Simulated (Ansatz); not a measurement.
# Ge2Sb2Te5 (Cm) in Ansatz: notebook

Aim: see how the results for Ge2Sb2Te5 move with the level of theory and the settings. Levels: BLYP+D4, PBE. Tasks: relaxation of cell and atoms, single point.

Everything below comes from runs of Ansatz 0.2.0. Logs are shortened: lines on timing, memory, paths and dates and some standing lists are left out, and cuts for length are marked.

## (1) The structure

Symmetry: Cm, No. 8, monoclinic system. The conventional cell has a = 13.678 Å, b = 6.132 Å, c = 9.672 Å, α = 90.00°, β = 134.93°, γ = 90.00°. Te (site symmetry m) is surrounded by 2 Ge at 2.85 to 3.19 Å and 3 Sb at 3.07 to 3.14 Å. Te (site symmetry m) is surrounded by 2 Sb at 2.95 to 3.20 Å and 3 Ge at 3.07 to 3.08 Å. Around Te (site symmetry m) lie 3 Ge at 2.82 to 3.07 Å and 2 Sb at 3.14 to 3.19 Å. Around Te (site symmetry m) lie 2 Ge at 2.95 to 3.00 Å and 2 Sb at 3.02 to 3.06 Å. Te (site symmetry m) has 3 Sb at 2.98 to 3.07 Å and 2 Ge at 3.05 to 3.20 Å as nearest neighbours. Around Sb (site symmetry m) lie 6 Te at 2.95 to 3.19 Å. Sb (site symmetry m) is surrounded by 6 Te at 2.98 to 3.20 Å. Ge (site symmetry m) has 6 Te at 2.82 to 3.19 Å as nearest neighbours.

The cell comes from a database or a generator and needn't be the stable form of this composition.

## (2) Relaxation of cell and atoms, BLYP+D4

The input, input.yaml:

```yaml
crystal:
  lattice:
    - [6.839136, -3.066006, 0.0]
    - [6.839136, 3.066006, 0.0]
    - [-6.830977, 0.0, 6.847609]
  atoms:
    - { symbol: Te, position: [0.594702, 0.594702, 0.386433] }
    - { symbol: Te, position: [0.795288, 0.795288, 0.196112] }
    - { symbol: Te, position: [0.008324, 0.008324, 0.006435] }
    - { symbol: Te, position: [0.206519, 0.206519, 0.809803] }
    - { symbol: Te, position: [0.399959, 0.399959, 0.597118] }
    - { symbol: Sb, position: [0.901708, 0.901708, 0.587873] }
    - { symbol: Sb, position: [0.11187, 0.11187, 0.417352] }
    - { symbol: Ge, position: [0.284287, 0.284287, 0.18783] }
    - { symbol: Ge, position: [0.497343, 0.497343, 0.011044] }
hamiltonian:
  xc: blyp
  pseudopotentials: { kind: paw }
  dispersion: d4
kpoints:
  mp_grid: { grid: [5, 5, 4] }
scf:
  occupations: { method: fermi_dirac, width: 0.05 }
output:
  forces: true
  stress: true
  eigenvalues: true
  write_density: true
  write_potential: true
  elf: true
  volumetric_format: npy
relax:
  f_tol: 0.01
  max_steps: 40
  cell: { stress_tol: 0.05 }
```

Potentials or basis: Ansatz PAW.

The run is started by

```console
ansatz run input.yaml --threads 4 --pin off --max-ram 11264MiB --backend cpu --events-out ev --progress --plain --runs-dir out
```

Output:

```text
Warning: RAYON_NUM_THREADS=4 ignored (pool sized by the plan → 4); use --threads N
Engine: ansatz 0.2.0, aarch64-unknown-linux-gnu
Pseudopotentials: kind: paw
Pseudopotential: Te, paw, valence charge 16, recommended cutoff 420 eV (normal), Te.paw.azcp
Pseudopotential: Sb, paw, valence charge 15, recommended cutoff 420 eV (normal), Sb.paw.azcp
Pseudopotential: Ge, paw, valence charge 14, recommended cutoff 420 eV (normal), Ge.paw.azcp
Functional definition: BLYP
  parameter beta = 0.0042
  parameter a = 0.04918
  parameter b = 0.132
  parameter c = 0.2533
  parameter d = 0.349
  exchange = b88_x(beta = beta)
  correlation = lyp_c(a = a, b = b, c = c, d = d)
Crystal: 9 atoms, lattice volume = 287.173 Å³
Basis set: ecut = 420 eV, 5631 PW (Γ), exchange–correlation on 108×108×144 points (8 copies of the dense FFT grid, shifted against one another)
Bands: 83, of which v1, the nominal top of the filled ones, is band 69 counted from 1 (68 counted from 0)
Symmetry: 2 space group operations
Space group: Cm (ITA 8), of the structure as read, at distance tolerance 6.6e-5 Å
k-points: 33 of 100 (time reversal used)
Non-local potential: Te, projectors of the file, l = 0: 2, l = 1: 2, l = 2: 2, l = 3: 2
Non-local potential: Sb, projectors of the file, l = 0: 2, l = 1: 2, l = 2: 2, l = 3: 2
Non-local potential: Ge, projectors of the file, l = 0: 2, l = 1: 2, l = 2: 3, l = 3: 1
PAW form: soft (Blöchl's): semilocal exchange-correlation on the pseudo side does not see the compensation charge
PAW frozen core: Te, regenerated for the run's functional, and the local potential with it (the file was generated under x = pbe(κ = 0.804, μ = 0.2195149727645171), c = pbe(β = 0.06672455060314922))
PAW frozen core: Sb, regenerated for the run's functional, and the local potential with it (the file was generated under x = pbe(κ = 0.804, μ = 0.2195149727645171), c = pbe(β = 0.06672455060314922))
PAW frozen core: Ge, regenerated for the run's functional, and the local potential with it (the file was generated under x = pbe(κ = 0.804, μ = 0.2195149727645171), c = pbe(β = 0.06672455060314922))
PAW one-centre angular grid: Te, 590 points (default); XC on 64 Gauss nodes
PAW one-centre angular grid: Sb, 590 points (default); XC on 64 Gauss nodes
PAW one-centre angular grid: Ge, 590 points (default); XC on 64 Gauss nodes
Initial density: superposition of atomic densities (neutral atoms: chi_scale 0, normalization atom), corrected by the library's trained network
Initial wavefunctions: pseudopotential atomic-orbital guess
Functional: x = b88, c = lyp
SCF iter   1: F=—  HF=-56606.489039 eV  |F-HF|=—  |Δ(HF+E_count)|=         —  Δρ=6.19e-3  dr2=1.69e-1  ethr=1.77e-3  ⟨swp⟩=6.4  Hψ=10343  notcnv=0  defer=21
preconditioner: auto → Resta (q_TF=auto, 2.415 Å⁻¹)  ε∞=4.4  [insulator: Δε(μ)=0.357 eV  Ē_g=8.238 eV  σ=0.050 eV  W_gap=0.94  n_scr=62 (ndim 8)  ℏωp=15.2 eV  f_vac=0.052  D(μ)=0.20/eV (n_scr^D=0)  ε∞_Penn≈4.4]
SCF iter   2: F=—  HF=-56606.447052 eV  |F-HF|=—  |Δ(HF+E_count)|=   4.20e-2  Δρ=3.23e-3  dr2=3.39e-2  ethr=1.23e-4  ⟨swp⟩=2.1  Hψ=3910  notcnv=0  defer=184
SCF iter   3: F=—  HF=-56606.437132 eV  |F-HF|=—  |Δ(HF+E_count)|=   9.92e-3  Δρ=8.72e-4  dr2=4.13e-3  ethr=2.46e-5  ⟨swp⟩=2.0  Hψ=3215  notcnv=0  defer=184
SCF iter   4: F=—  HF=-56606.436285 eV  |F-HF|=—  |Δ(HF+E_count)|=   8.47e-4  Δρ=2.03e-4  dr2=1.54e-4  ethr=2.99e-6  ⟨swp⟩=2.0  Hψ=3344  notcnv=0  defer=184
SCF iter   5: F=—  HF=-56606.436359 eV  |F-HF|=—  |Δ(HF+E_count)|=   7.39e-5  Δρ=6.55e-5  dr2=1.73e-5  ethr=1.12e-7  ⟨swp⟩=2.0  Hψ=3674  notcnv=0  defer=184
SCF iter   6: F=—  HF=-56606.436447 eV  |F-HF|=—  |Δ(HF+E_count)|=   8.78e-5  Δρ=2.31e-5  dr2=3.00e-6  ethr=1.26e-8  ⟨swp⟩=2.0  Hψ=4835  notcnv=0  defer=184
SCF iter   7: F=—  HF=-56606.436447 eV  |F-HF|=—  |Δ(HF+E_count)|=   6.18e-7  Δρ=8.14e-6  dr2=2.97e-7  ethr=2.18e-9  ⟨swp⟩=2.0  Hψ=4832  notcnv=0  defer=184
[... 241 lines left out ...]
Internal energy: -56606.684510 eV  (E = F + TS)
E sigma→0 (E₀):  -56606.686954 eV
Entropy (-TS):   -0.004887 eV (-0.543 meV/atom)
Fermi energy:    8.618546 eV
--- Per-component energies (eV) ---
  E_band       = -1970.688686
  E_kinetic    = 1541.787184
  E_local      = -14958.803227  (includes V_loc(G=0)·N_el)
  E_nonlocal   = -26.642958
  E_hartree    = 7881.225526
  E_xc         = -1034.502285
  E_vxc        = -819.283808  (∫ρ·V_xc dr)
  E_paw        = -36642.633100  (= ΣΔE_a)
  E_vpaw       = -3470.196638  (= ΣTr[D̂ρ^β])
  E_aug_tail   = -0.000451  (compensation charges beyond the density's cutoff)
  E_ewald      = -13359.452132
  E_disp       = -7.603788  (pairwise vdW)
  E_core_change = -0.059280  (= ΣΔE_core)
  E_smearing   = -0.004887  (= −TS)
  E_closure    = -0.000000  (closes the sum)
  Σ components = -56606.689397   (vs F -56606.689397, Δ=0.00e0)
--- Forces (eV/Å), atoms counted from 1 ---
  atom   1  Te    -0.00015893     0.00000000    -0.00075435
  atom   2  Te    -0.00096097     0.00000000     0.00066267
  atom   3  Te    -0.00107708    -0.00000000     0.00096208
  atom   4  Te    -0.00458149    -0.00000000     0.00330586
  atom   5  Te     0.00128456     0.00000000     0.00244039
  atom   6  Sb    -0.00036751    -0.00000000    -0.00140930
  atom   7  Sb     0.00349267    -0.00000000    -0.00847023
  atom   8  Ge    -0.00172854    -0.00000000     0.00255844
  atom   9  Ge     0.00409773     0.00000000     0.00070381
  max |Σ_I F_I| component: 6.46e-7 eV/Å
--- Stress (GPa, compression-positive) ---
        0.014826      -0.000000      -0.003089
       -0.000000       0.016335      -0.000000
       -0.003089      -0.000000       0.009529
  P = ⅓ Tr σ = 0.0136 GPa (0.136 kbar)
--- Band table (eV; the first three rows and the last of 33) ---
  k-point 0: bands = ["-28.2598", "-28.2520", "-28.1976", "-28.1774", "-28.1693", "-27.9740", "-27.9555", "-27.9234", "-27.9221", "-27.9136", "-27.9099", "-27.8944", "-27.8915", "-27.8626", "-27.8621", "-27.8395", "-27.8356", "-27.8302", "-27.8213", "-27.8199", "-27.7392", "-27.7287", "-27.5879", "-27.5591", "-27.5263", "-20.8880", "-20.8786", "-20.8759", "-20.8699", "-20.8662", "-20.8588", "-20.8517", "-20.8323", "-20.8260", "-20.8220", "-16.1862", "-16.1792", "-16.1700", "-16.1657", "-16.1609", "-16.1308", "-16.1227", "-16.1019", "-16.0975", "-16.0902", "-4.1796", "-2.5229", "-2.2748", "-2.1547", "-2.0725", "-0.5657", "-0.0510", "0.6888", "2.2985", "3.9020", "4.2705", "4.3251", "4.6150", "4.8851", "4.9325", "5.1300", "5.8305", "6.8692", "7.0086", "7.1660", "7.6326", "7.8956", "8.0444", "8.1027", "9.6100", "9.9387", "10.7425", "10.8538", "11.7749", "12.0316", "12.3936", "12.6586", "12.6901", "13.0134", "13.1442", "13.3085", "13.8551", "14.0519"]
[... 3 lines left out ...]
--- Relaxed structure (17 steps of the walk, 14 accepted, 1 SCFs on fresh bases) ---
  F+E_penalty+E_count = -56606.68939739 eV   max|allowed force component| = 8.470e-3 eV/Å   (the final SCF, on the basis selected at the relaxed cell)
  cell:  # Å, volume = 286.3965 Å³
    - [6.890384249943611, -3.0674558330732093, -0.056648024180235984]
    - [6.890384249943611, 3.0674558330732093, -0.056648024180235984]
    - [-6.938882316821285, 0.0, 6.832149428599318]
  atoms:
    - { symbol: Te, position: [0.6046393815593731, 0.6046393815593731, 0.4005420800534038] }
    - { symbol: Te, position: [0.8026754451117507, 0.8026754451117507, 0.1870452834406855] }
    - { symbol: Te, position: [-0.0014594794842580506, -0.0014594794842580506, -0.005816417848099215] }
    - { symbol: Te, position: [0.2119320709062686, 0.2119320709062686, 0.8084353954478213] }
    - { symbol: Te, position: [0.41650908676988635, 0.41650908676988635, 0.601858123123253] }
    - { symbol: Sb, position: [0.8899347785380796, 0.8899347785380796, 0.5745694207935439] }
    - { symbol: Sb, position: [0.11117158382476539, 0.11117158382476539, 0.4273231742342377] }
    - { symbol: Ge, position: [0.27531098289553246, 0.27531098289553246, 0.19652876820215956] }
    - { symbol: Ge, position: [0.48928614987860175, 0.48928614987860175, 0.009514172552993656] }
```

Run time: 9.3 min. Hardware: 4 threads of Arm Neoverse V1, shared host; peak memory 1.3 GiB.

Results:

- Free energy: -56606.6894 eV
- Relaxed volume: 31.82 Å³/atom
- Relaxed cell: a = 7.543 Å, b = 7.543 Å, c = 9.738 Å, α = 131.01°, β = 131.01°, γ = 47.99°
- Space group after relaxing (to 0.05 Å): Cm (No. 8)
- Energy gained by relaxing: 28.1 meV/atom
- Ionic steps: 15
- Pressure after relaxing: 0.0 GPa
- Largest force after relaxing: 0.009 eV/Å
- Band gap on the k mesh: 0.25 eV, indirect (least direct gap 0.31 eV)

Forces in eV/Å, atoms in the order of the input:
```
Te   0.000  0.000 -0.001
Te  -0.001  0.000  0.001
Te  -0.001  0.000  0.001
Te  -0.005  0.000  0.003
Te   0.001  0.000  0.002
Sb   0.000  0.000 -0.001
Sb   0.003  0.000 -0.008
Ge  -0.002  0.000  0.003
Ge   0.004  0.000  0.001
```

Step by step:
```
step  energy change (eV)  largest force (eV/Å)  volume (Å³)
   1              0.0000                0.7257       287.17
   2             -0.0129                0.2399       301.87
   3             -0.1287                0.4151       291.78
   4             -0.1733                0.4947       282.08
   5             -0.2071                0.2391       287.99
   6             -0.2222                0.1107       286.27
   7             -0.2252                0.0751       285.06
   8             -0.2276                0.0991       285.81
   9             -0.2334                0.0845       285.69
  10             -0.2389                0.0779       285.90
  11             -0.2483                0.0985       286.04
  12             -0.2525                0.0352       286.53
  13             -0.2530                0.0209       286.33
  14             -0.2531                0.0092       286.40
  15             -0.2529                0.0092       286.40
```

Final structure:
```
Te Sb Ge
1.0
     6.89038   -3.06746   -0.05665
     6.89038    3.06746   -0.05665
    -6.93888    0.00000    6.83215
Te Sb Ge
5 2 2
Cartesian
  5.5531 0.0000 2.6681
  9.7636 0.0000 1.1870
  0.0202 0.0000 -0.0396
  -2.6891 0.0000 5.4993
  1.5636 0.0000 4.0648
  8.2771 0.0000 3.8247
  -1.4331 0.0000 2.9069
  2.4303 0.0000 1.3115
  6.6767 0.0000 0.0096
```

Caveat: odd divisions of the mesh miss points on the zone boundary, where band edges often lie, so the gap on the mesh can be too wide; the plane-wave basis is chosen anew once the cell has moved, so the energies of steps on either side of that aren't comparable; spin-orbit coupling is left out, which moves the levels of the heavy elements; the PAW data sets come from PBE, with cores solved anew for the run's functional, which leaves a small shift of forces and pressure.

## (3) Single point, PBE

Changes to input.yaml since step 2:

```diff
@@ -16,5 +16,4 @@
 hamiltonian:
-  xc: blyp
+  xc: pbe
   pseudopotentials: { kind: paw }
-  dispersion: d4
 kpoints:
@@ -22,3 +21,3 @@
 scf:
-  occupations: { method: fermi_dirac, width: 0.05 }
+  occupations: { method: gaussian, width: 0.015 }
 output:
@@ -27,9 +26 @@
   eigenvalues: true
-  write_density: true
-  write_potential: true
-  elf: true
-  volumetric_format: npy
-relax:
-  f_tol: 0.01
-  max_steps: 40
-  cell: { stress_tol: 0.05 }
```

Potentials or basis: Ansatz PAW.

The run is started by

```console
ansatz run input.yaml --threads 4 --pin off --max-ram 11264MiB --backend cpu --events-out ev --progress --plain --runs-dir out
```

Run time: 22 s. Hardware: 4 threads of Arm Neoverse V1, shared host; peak memory 1.2 GiB.

It converged, with:

- Free energy: -56459.2786 eV
- Pressure: -0.1 GPa
- Largest force: 0.197 eV/Å
- Band gap on the k mesh: 0.26 eV, indirect (least direct gap 0.33 eV)

Forces in eV/Å, atoms in the order of the input:
```
Te   0.019  0.000  0.073
Te  -0.004  0.000 -0.033
Te  -0.008  0.000  0.026
Te   0.051  0.000 -0.051
Te   0.102  0.000 -0.012
Sb   0.048  0.000 -0.129
Sb  -0.034  0.000  0.055
Ge  -0.195  0.000 -0.031
Ge   0.021  0.000  0.101
```

Stress tensor (GPa, compression positive):
```
 0.12  0.00 -0.09
 0.00 -0.36  0.00
-0.09  0.00  0.01
```

Levels at points of the mesh, in eV from the valence-band top:
```tsv
k point	band 66	band 67	band 68	band 69	band 70	band 71	band 72	band 73
(0.00, 0.00, 0.00)	-0.78	-0.48	-0.40	-0.39	1.06	1.36	2.45	2.50
(0.00, 0.00, -0.50)	-0.71	-0.68	-0.60	-0.28	0.71	1.48	1.85	2.58
```

Caveat: odd divisions of the mesh miss points on the zone boundary, where band edges often lie, so the gap on the mesh can be too wide; spin-orbit coupling is left out, which moves the levels of the heavy elements. A k mesh can miss the band edges.

## (4) Relaxation of cell and atoms, PBE, target pressure 10 GPa, at which the enthalpy is minimised

Changes to input.yaml since step 3:

```diff
@@ -19,5 +19,5 @@
 kpoints:
-  mp_grid: { grid: [5, 5, 4] }
+  mp_grid: { grid: [4, 4, 3] }
 scf:
-  occupations: { method: gaussian, width: 0.015 }
+  occupations: { method: fermi_dirac, width: 0.05 }
 output:
@@ -26 +26,5 @@
   eigenvalues: true
+relax:
+  f_tol: 0.01
+  max_steps: 40
+  cell: { stress_tol: 0.05, p_target: 10.0 }
```

The run is started by

```console
ansatz run input.yaml --threads 4 --pin off --max-ram 11264MiB --backend cpu --events-out ev --progress --plain --runs-dir out
```

Run time: 2 min. Hardware: 4 threads of Arm Neoverse V1, shared host; peak memory 1.1 GiB.

It converged, with:

```yaml
Free_energy: -56458.0196 eV
Relaxed_volume: 26.16 Å³/atom
Relaxed_cell: a = 6.996 Å, b = 6.996 Å, c = 9.005 Å, α = 130.07°, β = 130.07°, γ = 49.13°
Space_group_after_relaxing_to_0.05_Å: Cm (No. 8)
Energy_change_on_relaxing_the_enthalpy_is_what_falls: +141.6 meV/atom
Ionic_steps: 9
Pressure_after_relaxing: 10.0 GPa
Largest_force_after_relaxing: 0.008 eV/Å
Band_gap_on_the_k_mesh: none (metal or under the smearing width)
```

Forces in eV/Å, atoms in the order of the input:
```
Te  -0.002  0.000  0.000
Te   0.000  0.000  0.001
Te   0.002  0.000 -0.003
Te  -0.003  0.000  0.000
Te   0.000  0.000  0.003
Sb  -0.003  0.000 -0.004
Sb   0.001  0.000 -0.002
Ge  -0.001  0.000  0.000
Ge   0.006  0.000  0.005
```

Step by step:
```csv
step,energy change (eV),largest force (eV/Å),volume (Å³)
1,0.0000,0.1584,287.17
2,0.8437,0.7750,247.65
3,1.2117,0.2410,236.77
4,1.2837,0.0937,235.22
5,1.2688,0.0455,235.42
6,1.2650,0.0344,235.47
7,1.2636,0.0406,235.48
8,1.2661,0.0078,235.44
9,1.2744,0.0078,235.44
```

Final structure:
```yaml
crystal:
  lattice:
    - [6.36274, -2.90828, -0.00910]
    - [6.36274, 2.90828, -0.00910]
    - [-6.36426, 0.00000, 6.37069]
  atoms:
    - { symbol: Te, position: [0.59635, 0.59635, 0.41602] }
    - { symbol: Te, position: [0.78672, 0.78672, 0.15919] }
    - { symbol: Te, position: [0.98391, 0.98391, 0.98600] }
    - { symbol: Te, position: [0.21065, 0.21065, 0.81879] }
    - { symbol: Te, position: [0.42942, 0.42942, 0.62308] }
    - { symbol: Sb, position: [0.89271, 0.89271, 0.56914] }
    - { symbol: Sb, position: [0.11800, 0.11800, 0.41634] }
    - { symbol: Ge, position: [0.27854, 0.27854, 0.18905] }
    - { symbol: Ge, position: [0.50371, 0.50371, 0.02239] }
```

Levels at points of the mesh, in eV from the Fermi level:
```tsv
k point	band 66	band 67	band 68	band 69	band 70	band 71	band 72	band 73
(0.00, 0.00, 0.00)	-1.08	-0.68	-0.62	-0.59	0.73	1.45	2.39	2.40
(0.00, -0.50, 0.00)	-1.00	-0.88	-0.60	-0.33	-0.08	0.51	0.55	0.79
(-0.50, -0.50, 0.00)	-2.80	-1.83	-1.76	-1.53	0.94	1.54	2.87	2.90
```

Caveat: the volume moved by over 15 % at a fixed basis, so the end points are rough; the plane-wave basis is chosen anew once the cell has moved, so the energies of steps on either side of that aren't comparable. Spin-orbit coupling is left out, which matters for the levels of Sb, Te.

## (5) Summary

| task | level | cell | k mesh | smearing | target pressure (GPa) | gap on the mesh (eV) | pressure (GPa) | largest force (eV/Å) |
| --- | --- | --- | --- | --- | --- | --- | --- | --- |
| relaxation of cell and atoms | BLYP+D4 | relaxed | 5 × 5 × 4 | fermi-dirac 0.05 eV | - | 0.25 | 0.0 | 0.01 |
| single point | PBE | as given | 5 × 5 × 4 | gaussian 0.015 eV | - | 0.26 | -0.1 | 0.20 |
| relaxation of cell and atoms | PBE | relaxed to 10 GPa | 4 × 4 × 3 | fermi-dirac 0.05 eV | 10 | none | 10.0 | 0.01 |

Alike in all rows: potentials or basis Ansatz PAW; no spin polarisation; cutoff (eV) 420.

Caveats: odd divisions of the mesh miss points on the zone boundary, where band edges often lie, so the gap on the mesh can be too wide (some runs); the plane-wave basis is chosen anew once the cell has moved, so the energies of steps on either side of that aren't comparable (some runs); spin-orbit coupling is left out, which moves the levels of the heavy elements (some runs); the PAW data sets come from PBE, with cores solved anew for the run's functional, which leaves a small shift of forces and pressure (some runs); the volume moved by over 15 % at a fixed basis, so the end points are rough (some runs).

Absolute energies hang on the potentials; compare differences alone.
